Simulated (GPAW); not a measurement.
# Mg3TiO4 (Pm-3m) in GPAW: settings compared

The runs below take Mg3TiO4 through single point, with LDA, PBE.

Everything below comes from runs of GPAW 26.7.0. Logs are shortened: lines on timing, memory, paths and dates and some standing lists are left out, and cuts for length are marked. The log counts tension as positive stress, the text compression.

## Step 1: Starting point

Symmetry: Pm-3m, No. 221, cubic system. The conventional cell has a = 4.314 Å, b = 4.314 Å, c = 4.314 Å, α = 90.00°, β = 90.00°, γ = 90.00°. Ti (site symmetry m-3m) has 6 O at 2.16 Å as nearest neighbours. Around Mg (site symmetry 4/mmm) lie 6 O at 2.16 Å. O (site symmetry 4/mmm) is surrounded by 2 Ti at 2.16 Å and 4 Mg at 2.16 Å. O (site symmetry m-3m) is surrounded by 6 Mg at 2.16 Å.

The cell comes from a database or a generator and needn't be the stable form of this composition.

## Step 2: Single point, LDA

Input file run.py:

```python
from ase import Atoms
from ase.dft.bandgap import bandgap
from ase.io import write
from ase.units import GPa
from gpaw import GPAW, PW

atoms = Atoms(['Ti', 'Mg', 'Mg', 'Mg', 'O', 'O', 'O', 'O'],
              cell=[[4.31365886, 0.0, 0.0],
                    [0.0, 4.31365886, 0.0],
                    [0.0, 0.0, 4.31365886]],
              scaled_positions=[[0.0, 0.0, 0.0],
                                [0.5, 0.5, 0.0],
                                [0.5, 0.0, 0.5],
                                [0.0, 0.5, 0.5],
                                [0.0, 0.5, 0.0],
                                [0.0, 0.0, 0.5],
                                [0.5, 0.5, 0.5],
                                [0.5, 0.0, 0.0]],
              pbc=True)

calc = GPAW(mode=PW(600),
            xc='LDA',
            kpts={'size': (5, 5, 5), 'gamma': True},
            occupations={'name': 'fermi-dirac', 'width': 0.05},
            nbands=55,
            maxiter=120,
            txt='gpaw.txt')
atoms.calc = calc
energy = atoms.get_potential_energy()
forces = atoms.get_forces()
stress = atoms.get_stress()
calc.write('gs.gpw')
write('result.traj', atoms)
print(f'Energy: {energy:.6f} eV')
print('Forces (eV/A):')
print(forces.round(4))
print('Stress (GPa):', (stress / GPa).round(3))
print('Fermi level:', round(calc.get_fermi_level(), 4), 'eV')
print(f'Gap: {bandgap(calc)[0]:.4f} eV, direct: {bandgap(calc, direct=True)[0]:.4f} eV')
```

Potentials or basis: the program's PAW data sets (release 1.2.1) made for this functional, pw.

Run with:

```
OMP_NUM_THREADS=1 python run.py
```

gpaw.txt:

```text
__  _  _
 | _ |_)|_||  |
 |__||  | ||/\| - 26.7.0

Input parameters:
  mode=PW(ecut=600.0),
  kpts=MonkhorstPack(size=(5, 5, 5), gamma=True),
  maxiter=120,
  nbands=55,
  occupations=Occupations(name='fermi-dirac', width=0.05),
  xc=XC(name='LDA')

Diagonalizing LCAO Hamiltonian
Converting LCAO to pw mode
    .----------.
   /|          |
  / |          |
 *  |          |
 |Mg|   O      |
 |  .----------.
 O /  Mg      /
 |/     Mg   /
 Ti---O-----*

Atoms  # Å, Bohr magnetons
|   | symbol |        x |        y |        z |    initial magnetic moments |
|---|--------|----------|----------|----------|-----------------------------|
| 0 |     Ti | 0.000000 | 0.000000 | 0.000000 | ( 0.0000,  0.0000,  0.0000) |
| 1 |     Mg | 2.156829 | 2.156829 | 0.000000 | ( 0.0000,  0.0000,  0.0000) |
| 2 |     Mg | 2.156829 | 0.000000 | 2.156829 | ( 0.0000,  0.0000,  0.0000) |
| 3 |     Mg | 0.000000 | 2.156829 | 2.156829 | ( 0.0000,  0.0000,  0.0000) |
| 4 |      O | 0.000000 | 2.156829 | 0.000000 | ( 0.0000,  0.0000,  0.0000) |
| 5 |      O | 0.000000 | 0.000000 | 2.156829 | ( 0.0000,  0.0000,  0.0000) |
| 6 |      O | 2.156829 | 2.156829 | 2.156829 | ( 0.0000,  0.0000,  0.0000) |
| 7 |      O | 2.156829 | 0.000000 | 0.000000 | ( 0.0000,  0.0000,  0.0000) |

Unit cell  # Å
| periodic |        x |        y |        z |  lengths |    angles |
|----------|----------|----------|----------|----------|-----------|
|      yes | 4.313659 | 0.000000 | 0.000000 | 4.313659 | 90.000000 |
|      yes | 0.000000 | 4.313659 | 0.000000 | 4.313659 | 90.000000 |
|      yes | 0.000000 | 0.000000 | 4.313659 | 4.313659 | 90.000000 |

Number of symmetries: 48
Symmetry operations  # r_c * U_cc + t_c -> r_c
|    | kind |            matrix            |
|----|------|------------------------------|
|  0 |  E   |  1, 0, 0,  0, 1, 0,  0, 0, 1 |
|  1 |  σ   |  1, 0, 0,  0, 1, 0,  0, 0,-1 |
|  2 |  σ   |  1, 0, 0,  0, 0, 1,  0, 1, 0 |
|  3 |  C4  |  1, 0, 0,  0, 0, 1,  0,-1, 0 |
|  4 |  C4  |  1, 0, 0,  0, 0,-1,  0, 1, 0 |
|  5 |  σ   |  1, 0, 0,  0, 0,-1,  0,-1, 0 |
|  6 |  σ   |  1, 0, 0,  0,-1, 0,  0, 0, 1 |
|  7 |  C2  |  1, 0, 0,  0,-1, 0,  0, 0,-1 |
|  8 |  σ   |  0, 1, 0,  1, 0, 0,  0, 0, 1 |
|  9 |  C2  |  0, 1, 0,  1, 0, 0,  0, 0,-1 |
| 10 |  C3  |  0, 1, 0,  0, 0, 1,  1, 0, 0 |
| 11 |  S6  |  0, 1, 0,  0, 0, 1, -1, 0, 0 |
| 12 |  S6  |  0, 1, 0,  0, 0,-1,  1, 0, 0 |
| 13 |  C3  |  0, 1, 0,  0, 0,-1, -1, 0, 0 |
| 14 |  C4  |  0, 1, 0, -1, 0, 0,  0, 0, 1 |
| 15 |  S4  |  0, 1, 0, -1, 0, 0,  0, 0,-1 |
| 16 |  C3  |  0, 0, 1,  1, 0, 0,  0, 1, 0 |
| 17 |  S6  |  0, 0, 1,  1, 0, 0,  0,-1, 0 |
| 18 |  σ   |  0, 0, 1,  0, 1, 0,  1, 0, 0 |
| 19 |  C4  |  0, 0, 1,  0, 1, 0, -1, 0, 0 |
| 20 |  C2  |  0, 0, 1,  0,-1, 0,  1, 0, 0 |
| 21 |  S4  |  0, 0, 1,  0,-1, 0, -1, 0, 0 |
| 22 |  S6  |  0, 0, 1, -1, 0, 0,  0, 1, 0 |
| 23 |  C3  |  0, 0, 1, -1, 0, 0,  0,-1, 0 |
| 24 |  S6  |  0, 0,-1,  1, 0, 0,  0, 1, 0 |
| 25 |  C3  |  0, 0,-1,  1, 0, 0,  0,-1, 0 |
| 26 |  C4  |  0, 0,-1,  0, 1, 0,  1, 0, 0 |
| 27 |  σ   |  0, 0,-1,  0, 1, 0, -1, 0, 0 |
| 28 |  S4  |  0, 0,-1,  0,-1, 0,  1, 0, 0 |
| 29 |  C2  |  0, 0,-1,  0,-1, 0, -1, 0, 0 |
| 30 |  C3  |  0, 0,-1, -1, 0, 0,  0, 1, 0 |
| 31 |  S6  |  0, 0,-1, -1, 0, 0,  0,-1, 0 |
| 32 |  C4  |  0,-1, 0,  1, 0, 0,  0, 0, 1 |
| 33 |  S4  |  0,-1, 0,  1, 0, 0,  0, 0,-1 |
| 34 |  S6  |  0,-1, 0,  0, 0, 1,  1, 0, 0 |
| 35 |  C3  |  0,-1, 0,  0, 0, 1, -1, 0, 0 |
| 36 |  C3  |  0,-1, 0,  0, 0,-1,  1, 0, 0 |
| 37 |  S6  |  0,-1, 0,  0, 0,-1, -1, 0, 0 |
| 38 |  σ   |  0,-1, 0, -1, 0, 0,  0, 0, 1 |
| 39 |  C2  |  0,-1, 0, -1, 0, 0,  0, 0,-1 |
| 40 |  σ   | -1, 0, 0,  0, 1, 0,  0, 0, 1 |
| 41 |  C2  | -1, 0, 0,  0, 1, 0,  0, 0,-1 |
| 42 |  C2  | -1, 0, 0,  0, 0, 1,  0, 1, 0 |
| 43 |  S4  | -1, 0, 0,  0, 0, 1,  0,-1, 0 |
| 44 |  S4  | -1, 0, 0,  0, 0,-1,  0, 1, 0 |
| 45 |  C2  | -1, 0, 0,  0, 0,-1,  0,-1, 0 |
| 46 |  C2  | -1, 0, 0,  0,-1, 0,  0, 0, 1 |
| 47 |  i   | -1, 0, 0,  0,-1, 0,  0, 0,-1 |

BZ-sampling:
  Number of BZ points: 125
  Number of IBZ points: 10

  Monkhorst-Pack size: [5, 5, 5]
  Monkhorst-Pack shift: [0, 0, 0]

K-points  # in reciprocal-cell coordinates
|   |                                coordinates |     weight |
|---|--------------------------------------------|------------|
| 0 | (  0.00000000,   0.00000000,   0.00000000) | 0.00800000 |
| 1 | (  0.20000000,   0.00000000,   0.00000000) | 0.04800000 |
| 2 | (  0.20000000,   0.20000000,   0.00000000) | 0.09600000 |
| 3 | (  0.20000000,   0.20000000,   0.20000000) | 0.06400000 |
| 4 | (  0.40000000,   0.00000000,   0.00000000) | 0.04800000 |
| 5 | (  0.40000000,   0.20000000,   0.00000000) | 0.19200000 |
| 6 | (  0.40000000,   0.20000000,   0.20000000) | 0.19200000 |
| 7 | (  0.40000000,   0.40000000,   0.00000000) | 0.09600000 |
| 8 | (  0.40000000,   0.40000000,   0.20000000) | 0.19200000 |
| 9 | (  0.40000000,   0.40000000,   0.40000000) | 0.06400000 |

Plane wave coefficients: 2721
Cutoff: 600.0 eV

Spin-components: 1 (collinear spins)
Bands:           55
Projectors:      41
Spin-degeneracy: 2
Datatype:        complex128

Parallelization:
  kpt:    1
  domain: 1
  band:   1

Density:
  Valence electrons: 66.0
  Components: 1
  Grid points: [25 25 25]
  Charge: 0.0  # |e|

Potential:
  Grid points: [25 25 25]

species:
  Ti:
    name:    Titanium
    Z:       22.0
    valence: 12
    core:    10
    charge:  0.0  # [|e|]
    compensation charges:
      type: gauss
      rc: 0.38  # [Å]
      lmax: 2
    cutoffs:
      filter: 2.23  # [Å]
      core: 1.02  # [Å]
    projectors
    | kind |    occ | energy [eV] | rcut [Å] |
    |------|--------|-------------|----------|
    |   3s |  2.000 |     -62.257 |    1.270 |
    |   4s |  2.000 |      -4.593 |    1.270 |
    |   3p |  6.000 |     -38.791 |    1.058 |
    |   4p |  0.000 |      -1.536 |    1.058 |
    |   3d |  2.000 |      -4.463 |    1.058 |
    |    d |        |      22.748 |    1.058 |

    Using partial waves for Ti as LCAO basis

  Mg:
    name:    Magnesium
    Z:       12.0
    valence: 10
    core:    2
    charge:  0.0  # [|e|]
    compensation charges:
      type: gauss
      rc: 0.33  # [Å]
      lmax: 2
    cutoffs:
      filter: 1.86  # [Å]
      core: 0.54  # [Å]
    projectors
    | kind |    occ | energy [eV] | rcut [Å] |
    |------|--------|-------------|----------|
    |   2s |  2.000 |     -79.291 |    1.090 |
    |   3s |  2.000 |      -4.782 |    1.090 |
    |   2p |  6.000 |     -46.725 |    1.085 |
    |   3p |  0.000 |      -1.374 |    1.085 |
    |    d |        |       0.000 |    1.037 |

    Using partial waves for Mg as LCAO basis

  O:
    name:    Oxygen
    Z:       8.0
    valence: 6
    core:    2
    charge:  0.0  # [|e|]
    compensation charges:
      type: gauss
      rc: 0.21  # [Å]
      lmax: 2
    cutoffs:
      filter: 1.17  # [Å]
      core: 0.83  # [Å]
    projectors
    | kind |    occ | energy [eV] | rcut [Å] |
    |------|--------|-------------|----------|
    |   2s |  2.000 |     -23.752 |    0.688 |
    |   2p |  4.000 |      -9.195 |    0.598 |
    |    s |        |       3.459 |    0.688 |
    |    p |        |      18.016 |    0.598 |
    |    d |        |       0.000 |    0.619 |

    Using partial waves for O as LCAO basis

Reference energy: -47567.271383  # eV

eigensolver:
  PPCG
  Converge bands: occupied
  niter=2

density mixing:
  MSR1-Mixer
  Pratt-step length: 0.05
  Maximum mixing coefficient: 0.75
  Old densities: 10
  SVD Regularization: 0.005
  Good broyden scale: 1.0
  Trust region scale: 1.0
  Backstep threshold: 4.0
  History deletion threshold: 6.0
  Fourier metric: weight=20.0, sigma=0.015

occupation numbers:
  Fermi-Dirac:
    width: 0.0500  # eV

poisson solver:
  ecut: 4800.0  # eV

xc functional:
  name: None

convergence criteria:
- Maximum [total energy] change in last 3 cyles: 0.0005 eV / valence electron
- Maximum integral of absolute [dens]ity change: 0.0001 electrons / valence electron
- Maximum integral of absolute [eigenst]ate change: 4e-08 eV^2 / valence electron
maximum number of iterations: 120

SCF iterations
|iter     | |      energy | eigst |  dens |
|---------|-|-------------|-------|-------|
|iter:   1| |  -61.943935 | +0.31 |       |
|iter:   2| |  -60.706625 | -1.59 | -1.02 |
|iter:   3| |  -57.557573 | -1.15 | -1.09 |
|iter:   4| |  -57.413838 | -2.23 | -1.56 |
|iter:   5| |  -57.396503 | -2.94 | -1.84 |
|iter:   6| |  -57.385316c| -3.28 | -2.08 |
|iter:   7| |  -57.385292c| -4.95 | -2.94 |
|iter:   8| |  -57.385249c| -5.52 | -3.19 |
|iter:   9| |  -57.385221c| -6.21 | -3.68 |
|iter:  10| |  -57.385231c| -7.90c| -4.36c|

Converged in 10 steps
Energy contributions relative to reference atoms: (reference = -47567.271383)

Energy contributions:
  Kinetic:          31.456520
  Coulomb:         -28.518358
  Zero:              0.189017
  External:          0.000000
  Xc:              -60.498273
  Entropy:          -0.028275
  Spinorbit:         0.000000
  ----------------------------
  Free energy:     -57.399368
  Extrapolated:    -57.385231

dipole moment: (-44.075865, -44.075865, -44.075865)  # |e|*Ang

Fermi level: 9.587
Eigenvalues  # (at kpt = [0.000, 0.000, 0.000])
| band index |      eig [eV] | occ [0-2] |
|------------|---------------|-----------|
|          0 |       -67.175 |     2.000 |
|        ... |               |           |
|         28 |         3.536 |     2.000 |
|         29 |         4.439 |     2.000 |
|         30 |         4.439 |     2.000 |
|         31 |         4.439 |     2.000 |
|         32 |         8.690 |     2.000 |
|         33 |         8.690 |     2.000 |
[... 8 lines left out ...]
|         42 |        15.682 |     0.000 |
|         43 |        16.868 |     0.000 |
|        ... |               |           |
|         54 |        23.508 |     0.000 |

No gap
No difference between direct/indirect transitions

Forces  # eV/Ang
|        x |        y |        z |
|----------|----------|----------|
|  0.00000 |  0.00000 |  0.00000 |  # Ti   0
| -0.00000 | -0.00000 |  0.00000 |  # Mg   1
| -0.00000 |  0.00000 |  0.00000 |  # Mg   2
|  0.00000 |  0.00000 |  0.00000 |  # Mg   3
|  0.00000 |  0.00000 |  0.00000 |  # O    4
|  0.00000 |  0.00000 |  0.00000 |  # O    5
| -0.00000 | -0.00000 | -0.00000 |  # O    6
|  0.00000 |  0.00000 |  0.00000 |  # O    7

Stress tensor  # eV/Ang^3
|         x |         y |        z |
|-----------|-----------|----------|
|  0.115392 | -0.000000 | 0.000000 |
| -0.000000 |  0.115392 | 0.000000 |
|  0.000000 |  0.000000 | 0.115392 |

# Writing to gs.gpw (mode='')
```

It took 25 s on 1 thread of Arm Neoverse V2, shared host; peak memory 0.21 GiB.

What came out:

* Free energy: -57.3994 eV
* Pressure: -18.5 GPa
* Band gap on the k mesh: none (metal or under the smearing width)

Levels at points of the mesh, in eV from the Fermi level:
| k point | band 30 | band 31 | band 32 | band 33 | band 34 | band 35 | band 36 | band 37 |
| --- | --- | --- | --- | --- | --- | --- | --- | --- |
| (0.00, 0.00, 0.00) | -5.15 | -5.15 | -5.15 | -0.90 | -0.90 | -0.90 | -0.75 | 1.24 |

Caveat: the cutoff is short for stress and forces, so pressures can be off by a GPa or more; so large a pressure means that the cell lies far from this level's equilibrium, or that cutoff or potentials fall short; semilocal functionals often make such compounds metallic where correlation or magnetic order opens a gap, which also shifts bond lengths.

## Step 3: Single point, PBE

run.py, as its differences from that of step 2:

```diff
@@ -21,3 +21,3 @@
 calc = GPAW(mode=PW(600),
-            xc='LDA',
+            xc='PBE',
             kpts={'size': (5, 5, 5), 'gamma': True},
```

Potentials or basis: GPAW PAW data sets (gpaw-data 1.2.1), pw.

Run with:

```
OMP_NUM_THREADS=1 python run.py
```

It took 28 s on 1 thread of Arm Neoverse V2, shared host; peak memory 0.21 GiB.

Results (log left out):

```
Free energy            : -51.5047 eV
Pressure               : -7.6 GPa
Band gap on the k mesh : none (metal or under the smearing width)
```

Levels at points of the mesh, in eV from the Fermi level:
```csv
k point,band 31,band 32,band 33,band 34,band 35,band 36
"(0.00, 0.00, 0.00)",-5.21,-5.21,-0.88,-0.88,-0.88,-0.76
```

Caveat: the cutoff is short for stress and forces, so pressures can be off by a GPa or more; semilocal functionals often make such compounds metallic where correlation or magnetic order opens a gap, which also shifts bond lengths.
